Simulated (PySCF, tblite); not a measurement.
**C₅H₈GeO₂: geometry, infrared bands and NMR shifts**

Aim: predict the infrared bands and NMR shifts of C₅H₈GeO₂ (`CO[C@@H]1C=[CH][GeH2][C]1=O`).

Computed with tblite 0.8.0 and PySCF 2.14.0, with density-fitted response routines of our own, on a single molecule in the gas phase. Atoms are numbered from 0 throughout.

## 1. The starting structure

16 atoms, charge 0, multiplicity 1; geometry from: force field or distance geometry start.

Bonds of the start (Å): C0–O1 1.38, O1–C2 1.41, C2–C3 1.46, C3–C4 1.33, C4–Ge5 1.96, Ge5–C6 1.97, C6–O7 1.21, C6–C2 1.48, C0–H8 1.13, C0–H9 1.12, C0–H10 1.10, C2–H11 1.12, C3–H12 1.11, C4–H13 1.07, Ge5–H14 1.52, Ge5–H15 1.51.

## 2. Optimising the geometry with GFN2-xTB

The job: settings as JSON, then the geometry in Å.

```
{"job": {"kind": "relax", "xc": "GFN2-xTB", "basis": "xTB"}, "charge": 0, "multiplicity": 1}
C      2.429600     0.001900    -0.339600
O      1.236600    -0.139000     0.344700
C      0.152800     0.231300    -0.470500
C     -0.641500     1.292600     0.137000
C     -1.709800     0.959200     0.850300
Ge    -1.901500    -0.992700     0.800700
C     -0.597600    -1.033400    -0.674600
O     -0.471800    -1.905100    -1.499900
H      2.428200    -0.647000    -1.260800
H      3.295900    -0.301800     0.303900
H      2.559400     1.066900    -0.583500
H      0.565900     0.544800    -1.462900
H     -0.364300     2.368000     0.053800
H     -2.372500     1.628200     1.351000
H     -1.330100    -1.634400     2.058900
H     -3.287000    -1.430700     0.380100
```

Launch:

```sh
$ OMP_NUM_THREADS=1 python probes_run.py task.json out
```

One launch serves the whole session: the jobs run in the order shown.

**Question.** This job is followed by: GFN2-xTB harmonic vibrations, gas phase; GIAO PBE0/pcSseg-1 NMR shielding, non-relativistic, gas phase. What will the session give for the following? strongest single infrared mode (GFN2-xTB); zero-point energy (GFN2-xTB); 13C shifts against TMS (PBE0/pcSseg-1); 1H shifts against TMS (PBE0/pcSseg-1, means over atoms taken as alike); 17O shifts against H2O (PBE0/pcSseg-1); 73Ge shifts against GeMe4 (PBE0/pcSseg-1).

As calculated:

| quantity | value |
| --- | --- |
| strongest single infrared mode (GFN2-xTB) | 2030 cm⁻¹, 376 km/mol |
| zero-point energy (GFN2-xTB) | 70.7 kcal/mol |
| 13C shifts against TMS (PBE0/pcSseg-1) | 233.8, 154.9, 154.3, 87.1, 57.3 ppm |
| 1H shifts against TMS (PBE0/pcSseg-1, means over atoms taken as alike) | 7.73, 7.50, 4.67, 3.97, 3.46, 3.29 ppm |
| 17O shifts against H2O (PBE0/pcSseg-1) | 741.8, 62.8 ppm |
| 73Ge shifts against GeMe4 (PBE0/pcSseg-1) | -235 ppm |

**Reading.** The optimisation took 107 steps and gained 0.534 eV; among the close pairs (by a distance rule), C2–C6 changed most, from 1.485 to 1.532 Å. All 42 modes are real, so the xTB geometry is a minimum. The strongest single mode, at 2030 cm⁻¹, moves mainly H14. Unscaled tight-binding wavenumbers are off by several per cent, some by more. Its intensities can rank the bands wrongly. At PBE0/pcSseg-1: Shielding is most anisotropic at O7 (span 1420 ppm, paramagnetic term -805 ppm). Spin-orbit coupling is left out, which matters for shieldings and couplings at and beside the heavy atoms.
